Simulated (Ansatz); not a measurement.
# W8C8F: the cost of one run

All numbers below are computed with Ansatz 0.2.0 (DFT PBE, plane waves, PAW, scalar-relativistic, no spin polarisation).

The COD cell was measured well above room temperature, so it is larger than a cold one.

**1. The structure to begin with**

The cell holds 17 atoms (C8FW8): a = 5.678 Å, b = 5.678 Å, c = 15.183 Å, α = 90.00°, β = 90.00°, γ = 120.00°.

Structure file:

```xyz
17
Lattice="5.6779 0.0000 0.0000 -2.8390 4.9172 0.0000 0.0000 0.0000 15.1826" Properties=species:S:1:pos:R:3 pbc="T T T"
W     0.0000    0.0000    1.0000
C     1.4195    0.8195    2.3942
W     0.0000    0.0000    3.7884
C     1.4195    0.8195    5.1826
W    -1.4195    2.4586    1.0000
C     0.0000    3.2781    2.3942
W    -1.4195    2.4586    3.7884
C     0.0000    3.2781    5.1826
W     2.8390    0.0000    1.0000
C     4.2584    0.8195    2.3942
W     2.8390    0.0000    3.7884
C     4.2584    0.8195    5.1826
W     1.4195    2.4586    1.0000
C     2.8389    3.2781    2.3942
W     1.4195    2.4586    3.7884
C     2.8389    3.2781    5.1826
F     2.7758    0.8840    5.8626
```

**2. End point A**

Input file input.yaml:

```yaml
crystal:
  lattice:
    - [5.6779, 0.0, 0.0]
    - [-2.83895, 4.917206, 0.0]
    - [0.0, 0.0, 15.18263]
  atoms:
    - { symbol: W, position: [0.0, 0.0, 0.0658647] }
    - { symbol: C, position: [0.3333333, 0.1666667, 0.157694] }
    - { symbol: W, position: [0.0, 0.0, 0.2495233] }
    - { symbol: C, position: [0.3333333, 0.1666667, 0.3413526] }
    - { symbol: W, position: [0.0, 0.5, 0.0658647] }
    - { symbol: C, position: [0.3333333, 0.6666667, 0.157694] }
    - { symbol: W, position: [0.0, 0.5, 0.2495233] }
    - { symbol: C, position: [0.3333333, 0.6666667, 0.3413526] }
    - { symbol: W, position: [0.5, 0.0, 0.0658647] }
    - { symbol: C, position: [0.8333333, 0.1666667, 0.157694] }
    - { symbol: W, position: [0.5, 0.0, 0.2495233] }
    - { symbol: C, position: [0.8333333, 0.1666667, 0.3413526] }
    - { symbol: W, position: [0.5, 0.5, 0.0658647] }
    - { symbol: C, position: [0.8333333, 0.6666667, 0.157694] }
    - { symbol: W, position: [0.5, 0.5, 0.2495233] }
    - { symbol: C, position: [0.8333333, 0.6666667, 0.3413526] }
    - { symbol: F, position: [0.5787679, 0.17977, 0.3861406] }
basis:
  ecutwfc: 420.0
kpoints:
  mp_grid: { grid: [4, 4, 1] }
hamiltonian:
  xc: pbe
  pseudopotentials: { kind: paw, azcp: { folder: soft_1 } }
scf:
  occupations: { method: gaussian, width: 0.1 }
  lower_state_search: "off"
relax:
  f_tol: 0.03
  max_steps: 60
  adjacent_minimum: "off"
  constraints: [{ sites: [0, 4, 8, 12] }]
output:
  write_density: true
  write_potential: true
  elf: true
  volumetric_format: npy
```

Command:

```
$ ansatz run input.yaml --threads 4 --pin off --max-ram 10240MiB --backend cpu --events-out ev --progress --plain --runs-dir out
```

**Question.** How long does this run take on 4 threads of Intel Xeon Platinum 8488C (Sapphire Rapids), shared host, and how much memory does it need?

About 59 s, with a peak of 1.4 GiB.
